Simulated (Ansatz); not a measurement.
# Sn2GeP2: the cost of one run

Computed with Ansatz 0.2.0 (DFT PBE, scalar-relativistic, plane waves, PAW, unless a step's input says otherwise).

1 further run of the same task is left out (it didn't finish).

## 1. Starting point

Symmetry: I-4m2, No. 119, tetragonal system. Conventional cell: a = 5.779 Å, b = 5.779 Å, c = 7.937 Å, α = 90.00°, β = 90.00°, γ = 90.00°. Around Sn (site symmetry 2mm) lie 1 Sn at 2.49 Å. Ge (site symmetry -4m2) is surrounded by 2 P at 2.92 Å and 4 Sn at 2.98 Å. P (site symmetry 2mm) is surrounded by 1 P at 2.10 Å and 2 Sn at 2.91 Å and 1 Ge at 2.92 Å.

Structure file:

```
CELL_PARAMETERS angstrom
-2.88926 2.88926 3.96854
2.88926 -2.88926 3.96854
2.88926 2.88926 -3.96854
ATOMIC_POSITIONS crystal
Sn 0.84316 0.84316 0.00000
Sn 0.15684 0.15684 0.00000
Ge 0.75000 0.25000 0.50000
P 0.11780 0.61780 0.50000
P 0.38220 0.88220 0.50000
```

A structure generator made this guess: random cell by space group and Wyckoff sites (I-4m2, No. 119). Lengths come from tabulated atomic sizes and are only a guess.

## 2. Probe: one point on a coarse mesh

The input, input.yaml:

```yaml
crystal:
  lattice:
    - [-2.88926149, 2.88926149, 3.96854261]
    - [2.88926149, -2.88926149, 3.96854261]
    - [2.88926149, 2.88926149, -3.96854261]
  atoms:
    - { symbol: Sn, position: [0.84315574, 0.84315574, 0.0] }
    - { symbol: Sn, position: [0.15684426, 0.15684426, 0.0] }
    - { symbol: Ge, position: [0.75, 0.25, 0.5] }
    - { symbol: P, position: [0.11779997, 0.61779997, 0.5] }
    - { symbol: P, position: [0.38220003, 0.88220003, 0.5] }
basis:
  ecutwfc: 420
kpoints:
  mp_grid: { grid: [4, 4, 4] }
hamiltonian:
  xc: pbe
scf:
  occupations: { method: gaussian, width: 0.1 }
  lower_state_search: "off"
output:
  forces: true
  stress: true
  eigenvalues: true
```

The run is started by

```console
$ ansatz run input.yaml --threads 1 --pin off --max-ram 2560MiB --backend cpu --events-out ev --progress --plain --runs-dir out
```

What time and memory should one allow on 1 thread of Arm Neoverse V2, shared host?

About 5.8 s, with a peak of 0.35 GiB.
